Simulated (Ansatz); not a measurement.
# LuSi2Os2: relaxing the atoms in a fixed cell

Wanted: the geometry at rest of LuSi2Os2 (a crystal from a database, its volume scaled a little), relaxing the atoms in a fixed cell, and its electronic structure there.

The COD entry's cell or inner coordinates are ideal or old and differ from later refinements, so a difference from it is no clean test against experiment.

Computed, not measured: Ansatz 0.2.0, DFT, r2SCAN, no spin polarisation, plane waves, PAW.

**1. Geometry**

The structure is tetragonal, space group I4/mmm (No. 139). The conventional cell has a = 4.079 Å, b = 4.079 Å, c = 9.478 Å, α = 90.00°, β = 90.00°, γ = 90.00°. Os (site symmetry -4m2) has 4 Si at 2.36 Å as nearest neighbours. Lu (site symmetry 4/mmm) is surrounded by 10 Si at 3.12 to 3.55 Å and 8 Os at 3.13 Å. Si (site symmetry 4mm) is surrounded by 4 Os at 2.36 Å and 1 Si at 2.37 Å and 4 Lu at 3.12 Å.

Structure file:

```cif
data_structure
_symmetry_space_group_name_H-M 'P 1'
_symmetry_Int_Tables_number 1
_cell_length_a 4.0786
_cell_length_b 4.0786
_cell_length_c 5.5476
_cell_angle_alpha 68.432
_cell_angle_beta 68.432
_cell_angle_gamma 90.000
_cell_volume 78.83
loop_
_atom_site_label
_atom_site_type_symbol
_atom_site_fract_x
_atom_site_fract_y
_atom_site_fract_z
_atom_site_occupancy
Os1 Os 0.75000 0.25000 0.50000 1
Os2 Os 0.25000 0.75000 0.50000 1
Lu1 Lu 0.00000 0.00000 0.00000 1
Si1 Si 0.37500 0.37500 0.25000 1
Si2 Si 0.62500 0.62500 0.75000 1
```

It starts from an earlier solution of the starting cell (checkpoint.read).

**2. Relaxing**

Contents of input.yaml:

```yaml
crystal:
  lattice:
    - [0.0, 4.078644, 0.0]
    - [4.078644, 0.0, 0.0]
    - [2.039322, 2.039322, -4.738997]
  atoms:
    - { symbol: Os, position: [0.75, 0.25, 0.5] }
    - { symbol: Os, position: [0.25, 0.75, 0.5] }
    - { symbol: Lu, position: [0.0, 0.0, 0.0] }
    - { symbol: Si, position: [0.375, 0.375, 0.25] }
    - { symbol: Si, position: [0.625, 0.625, 0.75] }
  symmetry: { tolerance: 0.0003 }
kpoints:
  mp_grid: { grid: [7, 7, 7], shift: [0, 0, 0] }
magnetization:
  spin_polarized: false
scf:
  occupations: { method: fermi_dirac, width: 0.0156 }
  lower_state_search: "off"
hamiltonian:
  pseudopotentials: { kind: paw }
  xc: r2scan
basis:
  ecutwfc: 500
  fft_grid_basis: typed
relax:
  max_steps: 60
output:
  forces: true
  stress: true
  eigenvalues: true
  bader: true
  populations: true
  elf: true
  write_potential: true
  volumetric_format: npy
  dos:
    e_range: [-12, 8]
    de: 0.05
    projected: { site_lists: { Lu: [Lu], Os: [Os], Si: [Si] } }
checkpoint:
  read: saved_state
```

Run with:

```sh
$ ansatz run input.yaml --threads 2 --pin off --max-ram 2560MiB --backend cpu --events-out ev --progress --plain --runs-dir out
```

Before running it: what results should come out? Wanted: moves; energy gained; largest move; pressure left in the fixed cell; character; Bader charges.

**Answer**, as computed:

| quantity | value |
| --- | --- |
| moves | 2 |
| energy gained | 0.1 meV/atom |
| largest move | 0.00 Å |
| space group (0.01 Å), before / after | I4/mmm / I4/mmm |
| pressure left in the fixed cell | 6.5 GPa |
| character | metal |
| density of states, mean within 0.25 eV of the Fermi level | 2.9 per eV per cell |
| Bader charges | Os -1.69, Lu +1.76, Si +0.81 e |

In the fixed cell the atoms end where they began within the cell. The fixed cell still holds a mean pressure of 6.5 GPa, so it would expand if let free. With 16 symmetry operations imposed, the end may be a saddle point towards distortions that break them. The cell is metallic; within 0.25 eV of the Fermi level the density of states averages 2.9 per eV per cell, mostly Os d (54 %) and Lu d (22 %). By Bader's partition Lu gives up most (+1.76 e) and Os takes most (-1.69 e).

Caveats: the SCF threshold is loose for a stress.
